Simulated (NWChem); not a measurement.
# BSiPH7O+ (SMILES B[PH2+][SiH2]O): CISD/6-31G

Aim: the vertical electron affinity of BSiPH7O+ at CISD/6-31G, from 2 runs. 

The calculation is run with NWChem 7.3.0.

### Step 1. The structure to begin with

BSiPH7O+: 11 atoms, total charge +1, spin state singlet. SMILES: `B[PH2+][SiH2]O`. The coordinates come from a GFN2-xTB relaxation. This is one conformer, not always the lowest.

Bond lengths: B1–P2 1.857 Å, P2–Si3 2.326 Å, Si3–O4 1.599 Å, B1–H5 1.165 Å, B1–H6 1.166 Å, P2–H7 1.377 Å, P2–H8 1.376 Å, Si3–H9 1.456 Å, Si3–H10 1.456 Å, O4–H11 0.956 Å. Some angles: B1–P2–Si3 118.3°, P2–Si3–O4 95.0°, B1–P2–H7 110.4°, B1–P2–H8 110.5°, Si3–P2–H7 108.0°, Si3–P2–H8 107.6°, P2–B1–H5 119.2°, P2–B1–H6 119.1°, P2–Si3–H9 104.5°, P2–Si3–H10 105.1°.

### Step 2. A single-point energy at CISD/6-31G

Input file bh7opsi.sdf:

```

     RDKit          3D

 11 10  0  0  0  0  0  0  0  0999 V2000
   -1.4578    1.3460   -0.5773 B   0  0  0  0  0  0  0  0  0  0  0  0
   -0.6822    0.2696    0.7218 P   0  0  0  0  0  0  0  0  0  0  0  0
    1.3771   -0.7078    0.2599 Si  0  0  0  0  0  4  0  0  0  0  0  0
    0.9316   -1.3118   -1.1523 O   0  0  0  0  0  0  0  0  0  0  0  0
   -2.1463    0.8604   -1.3821 H   0  0  0  0  0  0  0  0  0  0  0  0
   -1.1830    2.4789   -0.6144 H   0  0  0  0  0  0  0  0  0  0  0  0
   -1.5526   -0.7284    1.0999 H   0  0  0  0  0  0  0  0  0  0  0  0
   -0.5605    0.9569    1.9080 H   0  0  0  0  0  0  0  0  0  0  0  0
    1.5620   -1.6865    1.3220 H   0  0  0  0  0  0  0  0  0  0  0  0
    2.3154    0.4029    0.1795 H   0  0  0  0  0  0  0  0  0  0  0  0
    1.3964   -1.8801   -1.7650 H   0  0  0  0  0  0  0  0  0  0  0  0
  2  1  1  0
  3  2  1  0
  4  3  1  0
  5  1  1  0
  6  1  1  0
  7  2  1  0
  8  2  1  0
  9  3  1  0
 10  3  1  0
 11  4  1  0
M  CHG  1   2   1
M  END
$$$$
```

Input file run.py:

```python
from ase.io import read
from ase.calculators.nwchem import NWChem

system = read('bh7opsi.sdf')

calc = NWChem(
    label='bh7opsi',
    theory='tce',
    memory='2200 mb',
    basis='6-31G',
    basispar='spherical bse',
    charge=1,
    scf={'nopen': '0', 'rhf': None, 'maxiter': '60'},
    tce={'scf': None, 'cisd': None, 'freeze': 'core 12', 'maxiter': '100'},
    task='energy',
)
system.calc = calc

print("Total energy (eV):", round(system.get_potential_energy(), 6))
```

Run with:

```sh
$ export ASE_NWCHEM_COMMAND="nwchem PREFIX.nwi > PREFIX.nwo"
$ python run.py
```

Log:

```text
Total energy (eV): -19950.556978
```

The calculator wrote bh7opsi.nwi:

```
title "bh7opsi"

permanent_dir bh7opsi

scratch_dir bh7opsi

start bh7opsi

geometry units angstrom nocenter noautosym noautoz
  B  -1.4578000000000000e+00 1.3460000000000001e+00 -5.7730000000000004e-01
  P  -6.8220000000000003e-01 2.6960000000000001e-01 7.2180000000000000e-01
  Si 1.3771000000000000e+00 -7.0779999999999998e-01 2.5990000000000002e-01
  O  9.3159999999999998e-01 -1.3118000000000001e+00 -1.1523000000000001e+00
  H  -2.1463000000000001e+00 8.6040000000000005e-01 -1.3821000000000001e+00
  H  -1.1830000000000001e+00 2.4788999999999999e+00 -6.1439999999999995e-01
  H  -1.5526000000000000e+00 -7.2840000000000005e-01 1.0999000000000001e+00
  H  -5.6050000000000000e-01 9.5689999999999997e-01 1.9079999999999999e+00
  H  1.5620000000000001e+00 -1.6865000000000001e+00 1.3220000000000001e+00
  H  2.3153999999999999e+00 4.0289999999999998e-01 1.7949999999999999e-01
  H  1.3964000000000001e+00 -1.8801000000000001e+00 -1.7649999999999999e+00
end

charge 1

memory 2200 mb

basis spherical bse noprint
   * library 6-31G
end

scf
  nopen 0
  rhf
  maxiter 60
end
tce
  scf
  cisd
  freeze core 12
  maxiter 100
end

task tce energy
```

bh7opsi.nwo, shortened:

```text
[...]
  functions       =    58
[...]
  wavefunction    = RHF
[...]
         Total SCF energy =   -732.883869062625
      One-electron energy =  -1429.086484414571
      Two-electron energy =    482.027912083359
 Nuclear repulsion energy =    214.174703268587
        Time for solution =      6.8s
[...]
         Wavefunction type : Restricted Hartree-Fock
          No. of electrons :    48
[...]
         Spin multiplicity : singlet
[...]
```

Run time: 16 s. Hardware: 1 thread of AMD EPYC 7B13 (Zen 3), shared host; peak memory 0.27 GiB.

### Step 3. Doublet neutral BSiPH7O at the same level

Input file job.nw:

```
start job
memory 2200 mb
charge 0
geometry noautosym nocenter noautoz
 B     -1.457790     1.346000    -0.577250
 P     -0.682190     0.269590     0.721820
 Si     1.377130    -0.707850     0.259900
 O      0.931570    -1.311810    -1.152320
 H     -2.146340     0.860430    -1.382090
 H     -1.183050     2.478870    -0.614420
 H     -1.552560    -0.728430     1.099910
 H     -0.560540     0.956890     1.907950
 H      1.561970    -1.686460     1.322020
 H      2.315410     0.402860     0.179480
 H      1.396390    -1.880080    -1.765000
end
basis spherical bse
 * library 6-31G
end
scf
 doublet
 uhf
 maxiter 80
 print low
end
tce
 scf
 cisd
 freeze core 12
 maxiter 100
end
task tce energy
```

Run with:

```sh
$ nwchem job.nw > job.out
```

Log, shortened:

```text
[...]
  functions       =    58
[...]
  wavefunction    = UHF
[...]
         Total SCF energy =   -733.045746608097
      One electron energy =  -1438.563469833429
      Two electron energy =    491.343586534952
 Nuclear repulsion energy =    214.174136690380
                       Sz =      0.5000
                 Sz(Sz+1) =      0.7500
                      S^2 =      0.7654
[...]
         Wavefunction type : Unrestricted Hartree-Fock
          No. of electrons :    49
[...]
         Spin multiplicity : doublet
[...]
```

Wall time 18 s (1 thread of AMD EPYC 7B13 (Zen 3), shared host); peak memory 0.29 GiB.

### Step 4. Results

Level: CISD/6-31G, 12 core orbitals frozen.

```
                                                             quantity          value
                                       singlet BSiPH7O+: total energy  -733.16945 Eh
                singlet BSiPH7O+: HOMO energy (Hartree–Fock orbitals)      -17.24 eV
                singlet BSiPH7O+: LUMO energy (Hartree–Fock orbitals)       -3.56 eV
              singlet BSiPH7O+: HOMO–LUMO gap (Hartree–Fock orbitals)       13.68 eV
       singlet BSiPH7O+: correlation energy (12 core orbitals frozen)     -285.6 mEh
                                doublet neutral BSiPH7O: total energy  -733.34020 Eh
doublet neutral BSiPH7O: correlation energy (12 core orbitals frozen)     -294.5 mEh
                  vertical electron affinity (to the doublet neutral)       4.646 eV
```

**Reading.** At fixed nuclei the extra electron is bound by 4.65 eV (448 kJ/mol). Mulliken charges (singlet BSiPH7O+) run from -0.99 on O4 to +1.33 on Si3.
